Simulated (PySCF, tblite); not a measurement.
# Perfluoropropionyl Chloride (C3ClF5O): geometry, infrared bands and NMR shifts

Aim: predict the infrared bands and NMR shifts of Perfluoropropionyl Chloride (C3ClF5O) (`O=C(Cl)C(F)(F)C(F)(F)F`).

Computed with tblite 0.8.0 and PySCF 2.14.0, with density-fitted response routines of our own, on a single molecule in the gas phase. Atoms are numbered from 0 throughout.

**1. The molecule as given**

10 atoms, charge 0, multiplicity 1; geometry from: force field or distance geometry start.

Bonds of the start (Å): O0–C1 1.24, C1–Cl2 1.76, C1–C3 1.48, C3–F4 1.41, C3–F5 1.35, C3–C6 1.52, C6–F7 1.39, C6–F8 1.38, C6–F9 1.38.

**2. Geometry optimisation with GFN2-xTB**

What the job is given:

```
{"job": {"kind": "relax", "xc": "GFN2-xTB", "basis": "xTB"}, "charge": 0, "multiplicity": 1}
O      1.868200    -1.151600     0.891700
C      1.315600    -0.230400     0.267600
Cl     2.014800     1.382100     0.234500
C      0.052500    -0.445500    -0.473100
F     -0.354700    -1.753100    -0.152600
F      0.180400    -0.400600    -1.817500
C     -1.018500     0.471300     0.099300
F     -1.156000     0.141600     1.442700
F     -2.246100     0.198700    -0.475800
F     -0.647400     1.792100    -0.039400
```

Run with:

```
OMP_NUM_THREADS=1 python probes_run.py task.json out
```

One launch serves the whole session: the jobs run in the order shown.

**Question.** This job is followed by: GFN2-xTB harmonic vibrations, gas phase; GIAO PBE0/pcSseg-1 NMR shielding, non-relativistic, gas phase. Predict these results of the whole session: strongest single infrared mode (GFN2-xTB); zero-point energy (GFN2-xTB); 13C shifts against TMS (PBE0/pcSseg-1); 17O shifts against H2O (PBE0/pcSseg-1); 35Cl shifts against HCl (PBE0/pcSseg-1); 19F shifts against CFCl3 (PBE0/pcSseg-1, means over atoms taken as alike); surface potential, 1st and 99th percentile.

**Answer**, as computed:

| quantity | value |
| --- | --- |
| strongest single infrared mode (GFN2-xTB) | 1117 cm⁻¹, 372 km/mol |
| zero-point energy (GFN2-xTB) | 21.1 kcal/mol |
| 13C shifts against TMS (PBE0/pcSseg-1) | 175.4, 127.1, 115.0 ppm |
| 17O shifts against H2O (PBE0/pcSseg-1) | 631.5 ppm |
| 35Cl shifts against HCl (PBE0/pcSseg-1) | 468 ppm |
| 19F shifts against CFCl3 (PBE0/pcSseg-1, means over atoms taken as alike) | -93.0, -135.4 ppm |
| surface potential, 1st and 99th percentile | -0.75 V and 1.71 V |

**Reading.** Relaxing lowered the energy by 0.664 eV in 73 steps; the close pair that moved most is C1–C3, from 1.480 to 1.553 Å. All 24 modes are real, so the xTB geometry is a minimum. The strongest single mode, at 1117 cm⁻¹, moves mainly C6 and C3. GFN2-xTB is a fitted tight-binding method: band positions and strengths are rough. Its intensities can rank the bands wrongly. At PBE0/pcSseg-1: The widest tensor belongs to O0: span 1040 ppm, with a paramagnetic part of -690 ppm. At PBE0/pcSseg-1, counted by nearest atom on the grid, the HOMO lies on O0 55 %; Cl2 19 %, the LUMO on C1 44 %; O0 31 %.
